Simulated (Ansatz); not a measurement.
# CCSD(T)/def2-SVP run of CH5FOSi (SMILES CO[SiH2]F)

Aim: the vertical ionisation energy of CH5FOSi at CCSD(T)/def2-SVP, from 2 runs. 

Program for the calculation: Ansatz 0.2.0.

128 further runs of the same task are left out: 128 set aside as unsound or not needed. Runs told in other sessions of the task aren't counted.

## (1) The molecule

The species is CH5FOSi (9 atoms), meant as a singlet with charge 0. As SMILES, `CO[SiH2]F`. The shape is that of a PBE0-D4/def2-TZVP optimisation. This is one conformer, not always the lowest.

Bond lengths: C1–O2 1.412 Å, O2–Si3 1.623 Å, Si3–F4 1.598 Å, C1–H5 1.094 Å, C1–H6 1.091 Å, C1–H7 1.096 Å, Si3–H8 1.474 Å, Si3–H9 1.483 Å. Some angles: C1–O2–Si3 125.2°, O2–Si3–F4 111.1°, O2–C1–H5 110.6°, O2–C1–H6 108.3°, O2–C1–H7 111.7°, O2–Si3–H8 106.8°, O2–Si3–H9 110.6°, F4–Si3–H8 108.2°, F4–Si3–H9 105.9°, H5–C1–H6 108.8°.

## (2) A single-point energy at CCSD(T)/def2-SVP

molecule.yaml

```yaml
crystal:
  periodic: [false, false, false]
  atoms:
    - {symbol: C, position_ang: [-0.280200, 1.150700, -0.688400]}
    - {symbol: O, position_ang: [-0.743600, -0.064200, -0.138000]}
    - {symbol: Si, position_ang: [0.168900, -1.127700, 0.679900]}
    - {symbol: F, position_ang: [1.202000, -1.865200, -0.290100]}
    - {symbol: H, position_ang: [0.189600, 0.979000, -1.660800]}
    - {symbol: H, position_ang: [-1.135900, 1.813600, -0.823000]}
    - {symbol: H, position_ang: [0.443400, 1.643500, -0.029000]}
    - {symbol: H, position_ang: [-0.748200, -2.141700, 1.231900]}
    - {symbol: H, position_ang: [0.992400, -0.434200, 1.700300]}
basis:
  gaussian:
    orbitals: def2-SVP
correlation:
  method: ccsd_t
  frozen_orbitals: {C: 1, F: 1, H: 0, O: 1, Si: 5}
accuracy: high
scf:
  omitted_lower_state_checks: [cluster_reference, increment]
```

Command:

```console
$ ansatz run molecule.yaml --threads 1 --pin off --max-ram 3480MiB --events-out events.jsonl --progress --plain --runs-dir runs
```

What it wrote (excerpt; [...] marks lines left out):

```text
Warning: RAYON_NUM_THREADS=1 ignored (pool sized by the plan → 1); use --threads N
Functional definition: HF
  name "HF"
[...]
1923 factors; integrals over basis functions are off by at most 3.8e-9 eV
[...]
mean field -13710.29221787 eV, -503.8439458370 hartree, gradient 1.4e-8 eV, S^2 0.000000; 0 other end points of the search recorded, 0 dependent functions left out
8 core orbitals not correlated: weight in the atoms' cores, before any rotation towards them, 1.000 or more for the frozen orbitals, at most 0.000 for the correlated occupied ones
reference -13710.29221787 eV, -503.8439458370 hartree; 13, 13 occupied and 64, 64 virtual orbitals, 1923 factors
second order -16.56210889 eV of doubles, -0.00000000 eV of singles
cycle   1  -17.05070325 eV  change   -4.9e-1 eV  update   9.1e-2
[...]
cycle  19  -17.56678180 eV  change  -8.5e-10 eV  update   2.0e-9
perturbative correction -0.35222904 eV, -0.0129441784 hartree
Total energy: -13728.21122871 eV, -504.5024573393 hartree
Checks for a lower state left out: cluster_reference, increment
```

Wall time 21 s (1 thread of Arm Neoverse V2, shared host); peak memory 0.49 GiB.

## (3) The doublet cation

job.yaml

```yaml
crystal:
  periodic: [false, false, false]
  atoms:
    - {symbol: C, position_ang: [-0.280200, 1.150700, -0.688400]}
    - {symbol: O, position_ang: [-0.743600, -0.064200, -0.138000]}
    - {symbol: Si, position_ang: [0.168900, -1.127700, 0.679900]}
    - {symbol: F, position_ang: [1.202000, -1.865200, -0.290100]}
    - {symbol: H, position_ang: [0.189600, 0.979000, -1.660800]}
    - {symbol: H, position_ang: [-1.135900, 1.813600, -0.823000]}
    - {symbol: H, position_ang: [0.443400, 1.643500, -0.029000]}
    - {symbol: H, position_ang: [-0.748200, -2.141700, 1.231900]}
    - {symbol: H, position_ang: [0.992400, -0.434200, 1.700300]}
basis:
  gaussian: {orbitals: def2-SVP}
total_charge: 1
magnetization: {spin_polarized: true, initial_magnetization: 1}
correlation: {method: ccsd_t, frozen_orbitals: {C: 1, F: 1, H: 0, O: 1, Si: 5}}
accuracy: high
scf: {omitted_lower_state_checks: [cluster_reference, increment]}
```

Command:

```console
$ ansatz run job.yaml --threads 1 --pin off --max-ram 3480MiB --events-out events.jsonl --progress --plain --runs-dir runs
```

What it wrote:

```text
Warning: RAYON_NUM_THREADS=1 ignored (pool sized by the plan → 1); use --threads N
[... 14 lines left out ...]
8 core orbitals not correlated: weight in the atoms' cores, before any rotation towards them, 1.000 or more for the frozen orbitals, at most 0.000 for the correlated occupied ones
[... 50 lines left out ...]
Total energy: -13716.93861876 eV, -504.0881965644 hartree
Checks for a lower state left out: cluster_reference, increment
```

Run time: 2.1 min. Hardware: 1 thread of Arm Neoverse V2, shared host; peak memory 0.91 GiB.

## (4) Results

At CCSD(T)/def2-SVP, 8 core orbitals frozen:

```
                                                    quantity          value
                               singlet CH5FOSi: total energy  -504.50246 Eh
singlet CH5FOSi: correlation energy (8 core orbitals frozen)     -658.5 mEh
                             singlet CH5FOSi: (T) correction     -12.94 mEh
                              singlet CH5FOSi: T1 diagnostic          0.011
                                doublet cation: total energy  -504.08820 Eh
 doublet cation: correlation energy (8 core orbitals frozen)     -627.2 mEh
                              doublet cation: (T) correction     -13.40 mEh
           doublet cation: ⟨S²⟩ of the reference determinant          0.760
                               doublet cation: T1 diagnostic          0.034
          vertical ionisation energy (to the doublet cation)      11.273 eV
```

In words: Removing an electron at fixed nuclei costs 11.27 eV (260 kcal/mol). The triples (singlet CH5FOSi) make up 2.0 % of the correlation energy. The triples (doublet cation) make up 2.1 % of the correlation energy.
